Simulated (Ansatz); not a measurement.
# Pd (fcc type): the cost of one run

Method: DFT PBE, with the methods named in each step, in Ansatz 0.2.0.

## Step 1: The structure to begin with

Symmetry: Fm-3m, No. 225, cubic system. Conventional cell: a = 3.947 Å, b = 3.947 Å, c = 3.947 Å, α = 90.00°, β = 90.00°, γ = 90.00°. Pd (site symmetry m-3m) is surrounded by 12 Pd at 2.79 Å.

Structure file:

```cif
data_structure
_symmetry_space_group_name_H-M 'Fm-3m'
_symmetry_Int_Tables_number 225
_cell_length_a 3.9470
_cell_length_b 3.9470
_cell_length_c 3.9470
_cell_angle_alpha 90.000
_cell_angle_beta 90.000
_cell_angle_gamma 90.000
_cell_volume 61.49
loop_
_atom_site_label
_atom_site_type_symbol
_atom_site_symmetry_multiplicity
_atom_site_Wyckoff_symbol
_atom_site_fract_x
_atom_site_fract_y
_atom_site_fract_z
_atom_site_occupancy
Pd1 Pd 4 a 0.00000 0.00000 0.00000 1
```

The file gives the conventional cell by its symmetry; the runs use the cell typed in the input.

## Step 2: Bulk cell relaxed, PAW

Contents of input.yaml:

```yaml
crystal:
  lattice:
    - [0.0, 1.9734833199, 1.9734833199]
    - [1.9734833199, 0.0, 1.9734833199]
    - [1.9734833199, 1.9734833199, 0.0]
  atoms:
    - { symbol: Pd, position: [0.0, 0.0, 0.0] }
kpoints:
  mp_grid: { grid: [19, 19, 19] }
scf:
  occupations: { method: fermi_dirac, width: 0.08 }
hamiltonian:
  xc: pbe
  pseudopotentials: { kind: paw }
output:
  forces: true
  stress: true
relax:
  f_tol: 0.005
  max_steps: 40
  cell: {}
```

The run is started by

```sh
ansatz run input.yaml --threads 2 --pin off --max-ram 4096MiB --backend cpu --events-out ev --progress --plain --runs-dir out
```

What time and memory should one allow on 2 threads of Intel Xeon Platinum 8488C (Sapphire Rapids), shared host?

About 3.4 s, with a peak of 0.37 GiB.
